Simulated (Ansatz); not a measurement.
# GeH₃NO: vertical ionisation energy

The task here is to estimate one member of a computed series from the others.

Program: Ansatz 0.2.0, Gaussian basis. Level of theory: unrestricted cation, the program's frozen cores in correlated methods. These are calculated values, not measurements.

Levels to be run: UKS PBE-D4/def2-TZVPP; UKS r2SCAN-D4/def2-TZVPP; UKS PBE0-D4/def2-TZVPP; UKS B3LYP-D4/def2-TZVPP; UKS wB97X-V/def2-TZVPP; UKS wB97M-V/def2-TZVPP; UKS B2PLYP/def2-TZVPP; UHF-CCSD(T)/def2-TZVPP; UHF-MP2/def2-QZVPP; extrapolation to the limit; then −ε(HOMO) from the neutral's earlier runs with LDA (SPW92), PBE-D4, revPBE-D4, BLYP-D4, r2SCAN-D4, B97M-V, PBE0-D4, B3LYP-D4, r2SCANh-D4, r2SCAN0-D4, HSE06-D4, BHLYP-D4, CAM-B3LYP-D4, LC-ωPBE, ωB97X-V, ωB97M-V.

**Structure used throughout**

All runs share one geometry, relaxed beforehand with PBE0-D4 in a triple-zeta def2 set.

6 atoms, charge 0, spin multiplicity 1.

Atoms are counted from 1 here; the program's logs count them from 0.

Bond lengths: N1–Ge2 1.829 Å, N1–H4 1.008 Å, N1–H5 1.009 Å, Ge2–O3 1.793 Å, O3–H6 0.961 Å. Angles: Ge2–N1–H4 121.0°, Ge2–N1–H5 127.2°, H4–N1–H5 111.7°, N1–Ge2–O3 99.4°, Ge2–O3–H6 116.5°.

Set-up of the first run:

Input file in.yaml:

```yaml
crystal:
  periodic: [false, false, false]
  atoms:
    - {symbol: N, position_ang: [-0.777933, 0.052091, -0.568645]}
    - {symbol: Ge, position_ang: [0.575347, -1.156153, -0.335717]}
    - {symbol: O, position_ang: [1.505341, -0.310125, 0.942580]}
    - {symbol: H, position_ang: [-1.512243, -0.113084, -1.239224]}
    - {symbol: H, position_ang: [-0.905369, 0.927833, -0.083104]}
    - {symbol: H, position_ang: [1.156857, 0.535438, 1.237710]}
basis:
  gaussian: {orbitals: def2-TZVPP}
total_charge: 1
magnetization: {spin_polarized: true, initial_magnetization: 1}
hamiltonian: {xc: pbe, dispersion: d4}
```

Started as:

```bash
$ ansatz run in.yaml --threads 4 --pin off --events-out ev --progress --plain --max-ram 10444MiB
```

Among the steps run: Cation, UKS PBE-D4/def2-TZVPP; Cation, UKS r2SCAN-D4/def2-TZVPP; Cation, UKS PBE0-D4/def2-TZVPP; Cation, UKS B3LYP-D4/def2-TZVPP; Cation, UKS wB97X-V/def2-TZVPP; Cation, UKS wB97M-V/def2-TZVPP; Cation, UKS B2PLYP (frozen core)/def2-TZVPP; Cation, UHF-CCSD(T)/def2-TZVPP; Cation, UHF-MP2/def2-QZVPP.

One table of the session follows, with a row left open; its other results are not shown here.

Orbital estimates, from the neutral's runs:

```
  functional  −ε(HOMO) (eV)
 LDA (SPW92)           6.39
      PBE-D4           6.22
   revPBE-D4           6.16
     BLYP-D4           6.14
   r2SCAN-D4           6.50
      B97M-V           6.46
     PBE0-D4           7.34
    B3LYP-D4           7.20
  r2SCANh-D4           6.92
  r2SCAN0-D4           7.53
    HSE06-D4              ?
    BHLYP-D4           8.38
CAM-B3LYP-D4           8.70
     LC-ωPBE           9.95
     ωB97X-V           9.63
     ωB97M-V           9.56
```

Q: Estimate the row for HSE06-D4 from the others.

**Answer.** −ε(HOMO) (eV): 6.94. In the column «−ε(HOMO) (eV)» it lies between r2SCANh-D4 (6.92) and B3LYP-D4 (7.20).

Caveats from the session: The cation may have settled in a state other than its lowest; no search over hole states beyond the program's own was made.
